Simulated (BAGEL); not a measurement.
# SiN2H5F (SMILES N[SiH](N)F) at RI-MP2/cc-pVDZ (density fitting with qzvpp-jkfit)

Aim: the energy change on altering one bond length of SiN2H5F at RI-MP2/cc-pVDZ (density fitting with qzvpp-jkfit), from 2 runs. 

Program for the calculation: BAGEL 1.2.2.

1 further run of the same task is left out (set aside as unsound or not needed).

### 1 The molecule

SiN2H5F has 9 atoms, charge 0, and is taken as a singlet. SMILES: `N[SiH](N)F`. The coordinates come from a PBE0-D4/def2-TZVP relaxation. This is one conformer, not always the lowest.

Bond lengths: N1–Si2 1.699 Å, Si2–N3 1.694 Å, Si2–F4 1.604 Å, N1–H5 1.006 Å, N1–H6 1.006 Å, Si2–H7 1.482 Å, N3–H8 1.006 Å, N3–H9 1.007 Å. Some angles: N1–Si2–N3 107.9°, N1–Si2–F4 103.7°, N3–Si2–F4 116.3°, N1–Si2–H7 118.9°, N3–Si2–H7 106.1°, F4–Si2–H7 104.4°, Si2–N1–H5 121.0°, Si2–N1–H6 121.2°, Si2–N3–H8 121.4°, Si2–N3–H9 121.8°.

### 2 A single-point energy at RI-MP2/cc-pVDZ (density fitting with qzvpp-jkfit)

Contents of mp2.json:

```json
{ "bagel" : [

{
  "title" : "molecule",
  "basis" : "cc-pvdz.json",
  "df_basis" : "qzvpp-jkfit",
  "angstrom" : "true",
  "geometry" : [
    { "atom" : "N", "xyz" : [   -0.745300,    1.091200,   -0.553800 ] },
    { "atom" : "Si", "xyz" : [    0.360600,   -0.187700,   -0.386700 ] },
    { "atom" : "N", "xyz" : [    0.243900,   -0.772200,    1.198500 ] },
    { "atom" : "F", "xyz" : [   -0.056700,   -1.206800,   -1.552400 ] },
    { "atom" : "H", "xyz" : [   -1.091200,    1.362900,   -1.458400 ] },
    { "atom" : "H", "xyz" : [   -0.772300,    1.847100,    0.108800 ] },
    { "atom" : "H", "xyz" : [    1.799800,    0.074400,   -0.624200 ] },
    { "atom" : "H", "xyz" : [    0.995300,   -1.289700,    1.622500 ] },
    { "atom" : "H", "xyz" : [   -0.645500,   -0.965500,    1.628600 ] }
  ]
},
{ "title" : "hf" },
{ "title" : "mp2", "ncore" : 8 }

]}
```

The basis set cc-pVDZ is read from a file made from the Basis Set Exchange's data (not shown).

On the command line:

```bash
BAGEL_NUM_THREADS=1 BAGEL mp2.json > mp2.out
```

The log of the run:

```text
* using 1 threads per process

  ===============================================================
  ===============================================================

  *** Geometry ***

  { "atom" : "N", "xyz" : [     -1.408413,      2.062069,     -1.046530 ] },
  { "atom" : "Si", "xyz" : [      0.681435,     -0.354702,     -0.730757 ] },
  { "atom" : "N", "xyz" : [      0.460904,     -1.459247,      2.264837 ] },
  { "atom" : "F", "xyz" : [     -0.107147,     -2.280521,     -2.933611 ] },
  { "atom" : "H", "xyz" : [     -2.062069,      2.575508,     -2.755977 ] },
  { "atom" : "H", "xyz" : [     -1.459435,      3.490513,      0.205602 ] },
  { "atom" : "H", "xyz" : [      3.401129,      0.140596,     -1.179567 ] },
  { "atom" : "H", "xyz" : [      1.880844,     -2.437180,      3.066081 ] },
  { "atom" : "H", "xyz" : [     -1.219818,     -1.824531,      3.077608 ] },

  Number of auxiliary basis functions:      449

  Since a DF basis is specified, we compute 2- and 3-index integrals:
    o Being stored without compression. Storage requirement is 0.026 GB

  Number of basis functions:       85
  Number of electrons      :       42

    * METHOD: MOLECULE                             0.22

  *** RHF ***

  === Nuclear Repulsion ===
   186.1429506586

      * DIIS with orbital gradients will be used.

  === RHF iteration (cc-pvdz.json) ===
      0       -499.94562332          0.02119665           0.07
      1       -500.20805144          0.01238937           0.06
      2       -500.30921261          0.00136110           0.06
      3       -500.31055564          0.00032173           0.06
      4       -500.31061656          0.00009532           0.06
      5       -500.31062470          0.00002536           0.08
      6       -500.31062524          0.00000639           0.09
      7       -500.31062529          0.00000140           0.05
      8       -500.31062530          0.00000038           0.05
      9       -500.31062530          0.00000018           0.04
     10       -500.31062530          0.00000004           0.04
     11       -500.31062530          0.00000001           0.04
     12       -500.31062530          0.00000000           0.04
    * SCF iteration converged.

    * Permanent dipole moment:
           (    0.067830,    -0.507672,    -0.704512) a.u.

    * METHOD: HF                                   0.92

  *** RHF ***

  === Nuclear Repulsion ===
   186.1429506586

      * DIIS with orbital gradients will be used.

  === RHF iteration (cc-pvdz.json) ===
      0       -500.31062530          0.00000000           0.04
    * SCF iteration converged.

    * Permanent dipole moment:
           (    0.067830,    -0.507672,    -0.704512) a.u.

  === DF-MP2 calculation ===

    * freezing 8 orbitals
    * 3-index integral transformation done
    * assembly done

      MP2 correlation energy:   -0.6257705276      0.03

      MP2 total energy:       -500.9363958232

    * METHOD: MP2                                  0.13

  ===============================================================
```

Wall time 2.2 s (1 thread of Intel Xeon 6975P-C (Granite Rapids), shared host); peak memory 0.11 GiB.

### 3 The distorted shape, same level

Contents of calc.json:

```json
{ "bagel": [

{
  "title": "molecule",
  "basis": "cc-pvdz.json",
  "df_basis": "qzvpp-jkfit",
  "angstrom": true,
  "geometry": [
    { "atom": "N", "xyz": [   -1.647008,    1.712220,   -1.062616 ] },
    { "atom": "Si", "xyz": [   -0.541108,    0.433320,   -0.895516 ] },
    { "atom": "N", "xyz": [   -0.657808,   -0.151180,    0.689684 ] },
    { "atom": "F", "xyz": [   -0.958408,   -0.585780,   -2.061216 ] },
    { "atom": "H", "xyz": [   -1.992908,    1.983920,   -1.967216 ] },
    { "atom": "H", "xyz": [   -1.674008,    2.468120,   -0.400016 ] },
    { "atom": "H", "xyz": [    0.898092,    0.695420,   -1.133016 ] },
    { "atom": "H", "xyz": [    0.995300,   -1.289700,    1.622500 ] },
    { "atom": "H", "xyz": [   -1.547208,   -0.344480,    1.119784 ] }
  ]
},
{
  "title": "hf"
},
{
  "title": "mp2",
  "ncore": 8
}

]}
```

The basis set cc-pVDZ is read from a file made from the Basis Set Exchange's data (not shown).

On the command line:

```bash
BAGEL_NUM_THREADS=1 BAGEL calc.json > calc.out
```

The log of the run:

```text
* using 1 threads per process

  ===============================================================
  ===============================================================

  *** Geometry ***

  { "atom" : "N", "xyz" : [     -3.112394,      3.235627,     -2.008053 ] },
  { "atom" : "Si", "xyz" : [     -1.022546,      0.818856,     -1.692280 ] },
  { "atom" : "N", "xyz" : [     -1.243077,     -0.285689,      1.303314 ] },
  { "atom" : "F", "xyz" : [     -1.811129,     -1.106964,     -3.895134 ] },
  { "atom" : "H", "xyz" : [     -3.766050,      3.749065,     -3.717499 ] },
  { "atom" : "H", "xyz" : [     -3.163417,      4.664071,     -0.755921 ] },
  { "atom" : "H", "xyz" : [      1.697148,      1.314153,     -2.141090 ] },
  { "atom" : "H", "xyz" : [      1.880844,     -2.437180,      3.066081 ] },
  { "atom" : "H", "xyz" : [     -2.923799,     -0.650973,      2.116085 ] },

  Number of auxiliary basis functions:      449

  Since a DF basis is specified, we compute 2- and 3-index integrals:
    o Being stored without compression. Storage requirement is 0.026 GB

  Number of basis functions:       85
  Number of electrons      :       42

    * METHOD: MOLECULE                             0.19

  *** RHF ***

  === Nuclear Repulsion ===
   182.4340951269

      * DIIS with orbital gradients will be used.

  === RHF iteration (cc-pvdz.json) ===
      0       -499.53690527          0.02350680           0.04
      1       -499.65495017          0.02432062           0.04
      2       -500.05752239          0.00327497           0.05
      3       -500.06539542          0.00162347           0.04
      4       -500.06783960          0.00032383           0.04
      5       -500.06802621          0.00010723           0.05
      6       -500.06804883          0.00003550           0.05
      7       -500.06805140          0.00000976           0.05
      8       -500.06805154          0.00000473           0.05
      9       -500.06805157          0.00000225           0.05
     10       -500.06805158          0.00000090           0.06
     11       -500.06805158          0.00000051           0.06
     12       -500.06805158          0.00000036           0.07
     13       -500.06805158          0.00000026           0.05
     14       -500.06805158          0.00000019           0.05
     15       -500.06805158          0.00000011           0.05
     16       -500.06805158          0.00000005           0.05
     17       -500.06805158          0.00000002           0.05
     18       -500.06805158          0.00000001           0.06
     19       -500.06805158          0.00000001           0.05
    * SCF iteration converged.

    * Permanent dipole moment:
           (    0.149092,    -0.577907,    -0.617244) a.u.

    * METHOD: HF                                   1.13

  *** RHF ***

  === Nuclear Repulsion ===
   182.4340951269

      * DIIS with orbital gradients will be used.

  === RHF iteration (cc-pvdz.json) ===
      0       -500.06805158          0.00000001           0.05
    * SCF iteration converged.

    * Permanent dipole moment:
           (    0.149091,    -0.577907,    -0.617244) a.u.

  === DF-MP2 calculation ===

    * freezing 8 orbitals
    * 3-index integral transformation done
    * assembly done

      MP2 correlation energy:   -0.6641788703      0.03

      MP2 total energy:       -500.7322304545

    * METHOD: MP2                                  0.16

  ===============================================================
```

Run time: 2.5 s. Hardware: 1 thread of Intel Xeon 6975P-C (Granite Rapids), shared host; peak memory 0.11 GiB.

### 4 What came out

Level: RI-MP2/cc-pVDZ (density fitting with qzvpp-jkfit), 8 core orbitals frozen.

```
                                                         quantity          value
                                        first shape: total energy  -500.93640 Eh
         first shape: correlation energy (8 core orbitals frozen)     -625.8 mEh
                                    distorted shape: total energy  -500.73223 Eh
     distorted shape: correlation energy (8 core orbitals frozen)     -664.2 mEh
energy change with the N3–H8 bond stretched from 1.006 to 2.213 Å       5.556 eV
```

In words: One bond (distorted shape) is far stretched, which a spin-restricted single reference describes badly; perturbation theory on it can break down and give far too much correlation. With the N3–H8 bond stretched from 1.006 to 2.213 Å the energy rises by 5.56 eV (536 kJ/mol). The first shape isn't relaxed at this level, so the change isn't measured from a minimum. A restricted reference can't describe the breaking bond well at this length.
